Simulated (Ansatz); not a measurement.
# InGa2N3: the cost of one run

Method: DFT PBEsol, scalar-relativistic, plane waves, PAW, in Ansatz 0.2.0.

### Step 1. The system as given

The structure is orthorhombic, space group Cmc2_1 (No. 36). Conventional cell: a = 9.906 Å, b = 5.714 Å, c = 5.336 Å, α = 90.00°, β = 90.00°, γ = 90.00°. Around In (site symmetry m) lie 4 N at 2.15 to 2.16 Å. Ga (site symmetry 1) is surrounded by 4 N at 1.95 to 1.96 Å. N (site symmetry 1) is surrounded by 3 Ga at 1.95 to 1.96 Å and 1 In at 2.15 Å. N (site symmetry m) has 2 Ga at 1.95 Å and 2 In at 2.16 Å as nearest neighbours.

Structure file:

```cif
data_structure
_symmetry_space_group_name_H-M 'P 1'
_symmetry_Int_Tables_number 1
_cell_length_a 5.7179
_cell_length_b 5.7179
_cell_length_c 5.3356
_cell_angle_alpha 90.000
_cell_angle_beta 90.000
_cell_angle_gamma 59.952
_cell_volume 151.00
loop_
_atom_site_label
_atom_site_type_symbol
_atom_site_fract_x
_atom_site_fract_y
_atom_site_fract_z
_atom_site_occupancy
In1 In 0.32522 0.67478 0.98975 1
In2 In 0.67478 0.32522 0.48975 1
Ga1 Ga 0.00699 0.33388 0.99264 1
Ga2 Ga 0.66612 0.99301 0.99264 1
Ga3 Ga 0.99301 0.66612 0.49264 1
Ga4 Ga 0.33388 0.00699 0.49264 1
N1 N 0.02648 0.33364 0.35895 1
N2 N 0.66636 0.97352 0.35895 1
N3 N 0.97352 0.66636 0.85895 1
N4 N 0.33364 0.02648 0.85895 1
N5 N 0.30788 0.69212 0.39507 1
N6 N 0.69212 0.30788 0.89507 1
```

It goes back to an entry of the Materials Project, which need not be the stable form.

This cell was relaxed beforehand with the same method: volume 12.58 Å³/atom, gap on the mesh 1.00 eV.

### Step 2. Point at V/V0 = 0.97

Contents of input.yaml:

```yaml
crystal:
  lattice:
    - [4.9029791427, -2.8280089988, 0.0]
    - [4.9029791427, 2.8280089988, 0.0]
    - [0.0, 0.0, 5.2816956748]
  atoms:
    - { symbol: In, position: [0.3252227415, 0.6747772585, 0.9897489534] }
    - { symbol: In, position: [0.6747772585, 0.3252227415, 0.4897489534] }
    - { symbol: Ga, position: [0.0069945022, 0.3338844486, 0.9926402252] }
    - { symbol: Ga, position: [0.6661155514, 0.9930054978, 0.9926402252] }
    - { symbol: Ga, position: [0.9930054978, 0.6661155514, 0.4926402252] }
    - { symbol: Ga, position: [0.3338844486, 0.0069945022, 0.4926402252] }
    - { symbol: "N", position: [0.0264767015, 0.3336441489, 0.3589520517] }
    - { symbol: "N", position: [0.6663558511, 0.9735232985, 0.3589520517] }
    - { symbol: "N", position: [0.9735232985, 0.6663558511, 0.8589520517] }
    - { symbol: "N", position: [0.3336441489, 0.0264767015, 0.8589520517] }
    - { symbol: "N", position: [0.3078788724, 0.6921211276, 0.3950674929] }
    - { symbol: "N", position: [0.6921211276, 0.3078788724, 0.8950674929] }
basis:
  ecutwfc: 420
kpoints:
  mp_grid: { grid: [6, 6, 6] }
hamiltonian:
  xc: pbesol
scf:
  occupations: { method: gaussian, width: 0.02 }
output:
  forces: true
  stress: true
  eigenvalues: true
relax:
  adjacent_minimum: "off"
  f_tol: 0.01
  max_steps: 30
  cell: { stress_tol: 0.1, fix: [volume] }
```

On the command line:

```
ansatz run input.yaml --threads 2 --pin off --max-ram 5120MiB --backend cpu --events-out ev --progress --plain --runs-dir out
```

**Question.** How long does this run take on 2 threads of Intel Xeon Platinum 8375C at 2.90GHz (Ice Lake), shared host, and how much memory does it need?

About 76 s, with a peak of 0.74 GiB.
